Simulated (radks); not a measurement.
# I⁴⁺ in [Kr] 4d10 5s2 5p1: an all-electron calculation

An exercise on one series of results from a longer session: the logs are not shown, and one member is left open.

Method: scalar-relativistic Kohn-Sham, XLYP, spin-unpolarised, spherical densities, point nucleus. Code: radks (a radial shooting solver on a logarithmic mesh, Libxc functionals) version 1.

### Starting point

| Property | Result |
| --- | --- |
| element | iodine (Z = 53) |
| charge | +4 |
| electrons | 49 |
| configuration | [Kr] 4d10 5s2 5p1 |

Outer shells as boxes (Hund's rule):

I⁴⁺
```
[Kr] core
4d [↑↓][↑↓][↑↓][↑↓][↑↓]
5s [↑↓]
5p [↑ ][  ][  ]
```

Set-up of the first run:

The run's settings:

```text
Z 53
configuration [Kr] 4d10 5s2 5p1 6s0 4f0 5d0 6p0
relativity scalar-relativistic
functional xlyp
spin unpolarised
nucleus point
c 137.035999084
```

Started as:

```sh
python run_ks.py task.json out
```

This one command runs every case of the session in turn.

Steps of the session up to this table: Self-consistent calculation.

One table of the session follows, with a row left open; its other results are not shown here.

It belongs to the step «Radial structure». From the orbitals of this run (lengths in bohr):

```
level      <r>  outermost maximum (interpolated)  90 % within  nodes
   1s  0.02722                            0.0175       0.0490      0
   2s   0.1172                            0.0991        0.181      1
   2p   0.1025                            0.0795        0.167      0
   3s   0.3141                             0.286        0.461      2
   3p   0.3121                             0.279        0.468      1
   3d        ?                                 ?            ?      ?
   4s   0.7391                             0.680         1.07      3
   4p   0.7904                             0.714         1.16      2
   4d   0.9126                             0.776         1.39      1
   5s    1.787                              1.63         2.55      4
   5p    2.040                              1.84         2.94      3
   5d    2.700                              2.42         3.91      2
   6s    3.592                              3.52         5.00      5
   4f    1.983                              1.41         3.37      0
   6p    4.024                              3.95         5.64      4
```

**Question.** Estimate the row for 3d.

The run gave: <r>: 0.2886; outermost maximum (interpolated): 0.232; 90 % within: 0.453; nodes: 0. In the column «<r>» it lies between 2s (0.1172) and 3p (0.3121).

Caveats from the session: Spin polarisation and multiplet splitting are left out.
